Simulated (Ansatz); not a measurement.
**Molecular dynamics of AlO2**

input.yaml

```yaml
accuracy: low
crystal:
  lattice:
    - [0.0, 2.886566, 4.492472]
    - [9.594782, 0.0, 4.492472]
    - [9.594782, 2.886566, 0.0]
  atoms:
    - { symbol: Al, position: [0.50020777, 0.46146853, 0.67151587] }
    - { symbol: Al, position: [0.96905613, 0.02478088, 0.82405076] }
    - { symbol: Al, position: [0.49354946, -0.00027344, 0.32752324] }
    - { symbol: Al, position: [0.05263558, 0.46829412, 0.24058231] }
    - { symbol: O, position: [0.8453076, 0.30874905, 0.44253532] }
    - { symbol: O, position: [0.67970671, 0.12317221, 0.05990118] }
    - { symbol: O, position: [0.37423208, 0.35011755, 0.36812517] }
    - { symbol: O, position: [0.12531697, 0.14319027, 0.14574196] }
    - { symbol: O, position: [0.03466527, 0.71395507, 0.18871599] }
    - { symbol: O, position: [0.40152367, 0.7482613, 0.2795486] }
    - { symbol: O, position: [0.2766578, 0.12366302, 0.38357589] }
    - { symbol: O, position: [0.19906322, 0.40296021, 1.11693077] }
    - { symbol: Al, position: [0.04207901, 0.97362477, 0.15564445] }
    - { symbol: Al, position: [0.48767616, 0.53537529, 0.32311802] }
    - { symbol: Al, position: [0.89633296, 0.52683195, 0.81310961] }
    - { symbol: Al, position: [0.55094719, 0.95599525, 0.67938179] }
    - { symbol: O, position: [0.34977525, 0.84682019, 0.90412371] }
    - { symbol: O, position: [0.14256401, 0.63893489, 0.61104781] }
    - { symbol: O, position: [0.85341621, 0.84420096, 0.86689049] }
    - { symbol: O, position: [0.69244577, 0.61128551, 0.62378416] }
    - { symbol: O, position: [0.44262316, 0.26475017, 0.67534021] }
    - { symbol: O, position: [0.99433965, 0.20499577, 0.81246777] }
    - { symbol: O, position: [0.73813851, 0.53395048, 0.00031744] }
    - { symbol: O, position: [0.76883962, 0.90071487, 0.53782705] }
basis:
  ecutwfc: 420.0
kpoints:
  mp_grid: { grid: [4, 4, 4] }
hamiltonian:
  xc: pbe
scf:
  occupations: { method: fermi_dirac, width: 0.24 }
  lower_state_search: "off"
md:
  timestep: 1
  n_steps: 100
  ensemble: npt_langevin
  temperature: 1960.0
  initial_velocities: maxwell_boltzmann
  seed: 790268
  friction: 0.02
  pressure: 20.0
  fix_cell: [shape]
```

Run as:

```bash
$ ansatz run input.yaml --threads 4 --pin off --max-ram 10240MiB --backend cpu --events-out ev --progress --plain --runs-dir out
```

It goes on from the last frame of an earlier run, with new velocities.

Output, in part (step lines):

```
md step     0: t =     0.00 fs  T =  1878.3 K  F+E_penalty+E_count = -13385.03778715 eV  E_kin = 5.827041 eV  conserved = -13349.07895340 eV  P_inst = 11.9507 GPa  V = 248.8468 Å³  selection 1  (9 SCF iters)
md step     1: t =     1.00 fs  T =  1931.9 K  F+E_penalty+E_count = -13384.99945331 eV  E_kin = 5.993307 eV  conserved = -13349.07880539 eV  P_inst = 11.8159 GPa  V = 248.8180 Å³  selection 1  (9 SCF iters)
md step     2: t =     2.00 fs  T =  1873.1 K  F+E_penalty+E_count = -13385.00719967 eV  E_kin = 5.810828 eV  conserved = -13349.07776657 eV  P_inst = 11.4664 GPa  V = 248.7904 Å³  selection 1  (9 SCF iters)
md step     3: t =     3.00 fs  T =  2089.1 K  F+E_penalty+E_count = -13385.06456099 eV  E_kin = 6.480904 eV  conserved = -13349.07763807 eV  P_inst = 11.4008 GPa  V = 248.7887 Å³  selection 1  (9 SCF iters)
md step     4: t =     4.00 fs  T =  2081.7 K  F+E_penalty+E_count = -13385.16935491 eV  E_kin = 6.458022 eV  conserved = -13349.07899979 eV  P_inst = 10.9749 GPa  V = 248.7454 Å³  selection 1  (9 SCF iters)
md step     5: t =     5.00 fs  T =  2075.3 K  F+E_penalty+E_count = -13385.28831158 eV  E_kin = 6.437991 eV  conserved = -13349.07942586 eV  P_inst = 10.5668 GPa  V = 248.6293 Å³  selection 1  (7 SCF iters)
md step     6: t =     6.00 fs  T =  2237.6 K  F+E_penalty+E_count = -13385.39920102 eV  E_kin = 6.941627 eV  conserved = -13349.08313089 eV  P_inst = 10.4703 GPa  V = 248.4421 Å³  selection 1  (7 SCF iters)
md step     7: t =     7.00 fs  T =  2327.2 K  F+E_penalty+E_count = -13385.48097120 eV  E_kin = 7.219597 eV  conserved = -13349.08461008 eV  P_inst = 10.3812 GPa  V = 248.2200 Å³  selection 1  (7 SCF iters)
[... lines left out ...]
```

The steps, from the saved trajectory:

```csv
time (fs),T (K),potential energy less start (eV),conserved less start (meV/atom),P (GPa),volume (Å³)
0,1878,0.000,0.00,12.0,248.8
3,2089,-0.027,0.05,11.4,248.8
6,2238,-0.361,-0.17,10.5,248.4
9,2239,-0.455,-0.21,10.3,247.6
12,1773,-0.036,0.00,10.7,246.5
15,1563,0.340,0.08,11.6,245.1
18,1444,0.484,0.10,12.3,243.6
21,1645,0.248,0.19,13.1,241.9
24,1993,-0.618,-0.03,13.5,240.1
27,2082,-1.402,-0.19,14.5,237.9
30,2197,-1.272,-0.18,17.5,235.3
33,2287,-0.321,-0.07,21.8,232.4
36,2005,0.722,0.15,25.0,230.0
39,1925,0.939,0.06,26.5,228.1
42,2492,0.665,-0.30,26.8,226.7
45,2274,0.747,-0.05,26.0,226.0
48,2380,1.122,-0.05,26.1,225.6
51,2519,1.485,0.00,26.1,225.3
54,2078,1.652,0.06,24.8,225.0
57,1856,1.705,0.04,24.0,224.5
60,1748,1.602,0.10,23.2,224.2
63,1824,1.233,0.00,22.3,224.2
66,1970,0.945,-0.11,22.3,224.0
69,1972,1.270,-0.14,23.2,223.8
72,1705,2.027,0.18,24.2,223.3
75,1759,1.864,0.07,23.2,223.4
78,1664,1.230,-0.11,21.2,223.8
81,1909,1.132,-0.15,20.9,224.1
84,1729,1.584,-0.15,21.7,224.5
87,1372,2.282,0.06,23.3,224.8
90,1538,2.449,0.11,24.6,225.2
93,1739,2.000,-0.07,24.5,225.6
96,1897,1.475,-0.22,24.2,225.9
99,1888,1.352,-0.22,23.9,226.4
```

The run went to its last step. The conserved energy stayed within 0.3 meV per atom of its start (net change -0.2 meV per atom), so the integration is sound. A run of 0.1 ps of so small a system gives no equilibrium averages. Limits of this set-up: coarse k mesh, low accuracy level. The cell's volume went from 249 to 227 Å³.

Mean squared displacements from the first frame to the last, about the centre of mass, the cell's change included: Al 0.22 Å², O 0.25 Å².

Last frame:

```xyz
24
Lattice="0.0000 2.7978 4.3543 9.2997 0.0000 4.3543 9.2997 2.7978 0.0000" Properties=species:S:1:pos:R:3
Al 10.669 3.735 4.711
Al 8.270 5.020 4.362
Al 3.591 2.207 1.985
Al 6.070 0.621 2.255
O 7.271 3.498 5.113
O 2.217 2.023 3.258
O 6.977 1.912 2.877
O 2.597 0.682 1.031
O 8.993 0.585 3.445
O 9.720 2.412 5.131
O 4.991 1.742 0.891
O 13.802 3.485 3.146
Al 10.612 0.774 4.024
Al 8.191 2.068 4.353
Al 12.813 5.183 6.371
Al 15.695 3.364 6.511
O 16.687 3.665 5.245
O 11.553 2.328 3.576
O 16.062 4.884 7.527
O 12.176 3.738 5.430
O 9.162 3.345 3.654
O 9.905 5.207 5.420
O 5.003 2.158 5.509
O 13.943 3.437 6.893
```

Time of the run: 25 min on 4 threads of Intel(R) Xeon(R) Platinum 8375C CPU @ 2.90GHz (Ice Lake) (shared host), peak memory 1.7 GiB.
